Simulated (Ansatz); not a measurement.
Predict the output of the script below (Ansatz 0.2.0, Python API).

The script, `ch5bno.py`:
```python
# -*- coding: utf-8 -*-
"""CH5BNO at several levels of theory."""

from pathlib import Path
import warnings

import ansatz as az
import numpy as np

warnings.simplefilter("ignore", az.DeckWarning)

system = (
    az.Crystal.molecule()
    .atom("B", [1.3698, -0.1409, -0.0709])
    .atom("N", [0.1222, 0.404, 0.6236])
    .atom("C", [-1.047, 0.223, -0.2381])
    .atom("O", [-0.0683, -0.3442, 1.7373])
    .atom("H", [2.2885, 0.5731, -0.2732])
    .atom("H", [1.4285, -1.2761, -0.3981])
    .atom("H", [-1.2173, -0.8522, -0.4765])
    .atom("H", [-1.9498, 0.614, 0.278])
    .atom("H", [-0.9267, 0.7993, -1.1821])
)

base = system.calculation()
base = base.basis(gaussian="def2-SVP").spin("collinear", total=1)

print("functional    E (Ha)        dipole (D)   HOMO (eV)  LUMO (eV)")
for name in ["lc_wpbe", "blyp", "hse06", "revpbe"]:
    summary = base.functional(name).forces().orbitals().run(threads=1, backend="cpu", runs_dir="runs").report
    lines = Path(summary["orbitals_path"]).read_text().splitlines()
    field_of = lambda key: [line.split("=")[1].strip() for line in lines if line.startswith(key)]
    orbitals = [(27.211386 * float(e), s, float(n)) for e, s, n in zip(field_of("Ene="), field_of("Spin="), field_of("Occup="))]
    homo = max(e for e, _, n in orbitals if n > 0.5)
    lumo = min(e for e, _, n in orbitals if n < 0.5)
    dipole = 4.803205 * np.linalg.norm(summary["charge_distribution"]["dipole_moment_e_ang"])
    print(f"{name:10s} {summary['free_energy_ev'] / 27.211386246:14.6f} {dipole:9.3f} {homo:11.3f} {lumo:10.3f}")
```

```console
$ python ch5bno.py
functional    E (Ha)        dipole (D)   HOMO (eV)  LUMO (eV)
lc_wpbe       -195.548430     2.730      -9.926     -0.054
blyp          -195.611688     2.464      -5.321     -3.831
hse06         -195.433435     2.640      -6.765     -3.004
revpbe        -195.622383     2.476      -5.422     -3.882
```

Caveats:
- The settings weren't tested for convergence.
- The geometry is a force-field or estimated start, not a minimum of this method, and the basis set is short of its limit. A lower total doesn't mark the better method: functionals have no common bound, and MP2 and coupled cluster aren't variational.
- The run takes the species as open-shell (spin multiplicity 2), which needn't be its ground state.
- Levels such as HOMO and LUMO are orbital energies: with these approximate functionals they aren't the ionisation energy and electron affinity, and their gap isn't the fundamental gap.
- hse06 follows the composition of plane-wave codes, whose totals differ by tens of mHa, up to about 0.1 Ha, from the form usual in Gaussian-basis programs (wpbeh).
- Wall time of the script: 18 s on 1 thread of Arm Neoverse V2, with other jobs on the host, peak memory 0.25 GiB.
